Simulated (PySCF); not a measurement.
# C3H10N2Si2: the cost of one run

Computed with PySCF 2.14.0 and routines of our own; the level stands in each step. Atoms count from 0.

### 1 The system as given

17 atoms, charge 0, multiplicity 1; geometry from: GFN2-xTB.

### 2 Vibronic structure: TDA B3LYP/cc-pVDZ

Job settings and geometry (Å):

```
{"job": {"kind": "vib", "xc": "B3LYP", "basis": "cc-pVDZ", "tda": true}, "charge": 0, "multiplicity": 1}
C      2.842035     0.135203    -0.391719
C      1.754290     0.535698     0.238639
C      0.536470     1.099567    -0.431334
N     -0.627047     0.303309    -0.157815
Si    -1.737264     0.321076     1.185192
N     -2.292868    -1.162914     0.467546
Si    -1.123210    -1.233565    -0.818096
H      3.683246    -0.292741     0.127625
H      2.941655     0.229833    -1.461155
H      1.660819     0.427109     1.311171
H      0.360497     2.118033    -0.062199
H      0.700022     1.148151    -1.513768
H     -2.667808     1.446221     1.124946
H     -1.157133     0.143717     2.516113
H     -3.051649    -1.771464     0.708186
H     -0.164176    -2.327965    -0.684150
H     -1.664878    -1.107238    -2.169093
```

Level: TDA B3LYP/cc-pVDZ vertical-gradient vibronic structure (displaced harmonic oscillators, Condon), gas phase.

Started as:

```
OMP_NUM_THREADS=1 python excited_run.py task.json out
```

The driver reads the jobs from task.json and runs them one after another.

Q: Estimate the wall time and peak memory of this first job on 1 thread of Arm Neoverse N1, shared host.

About 52 s, with a peak of 0.88 GiB.
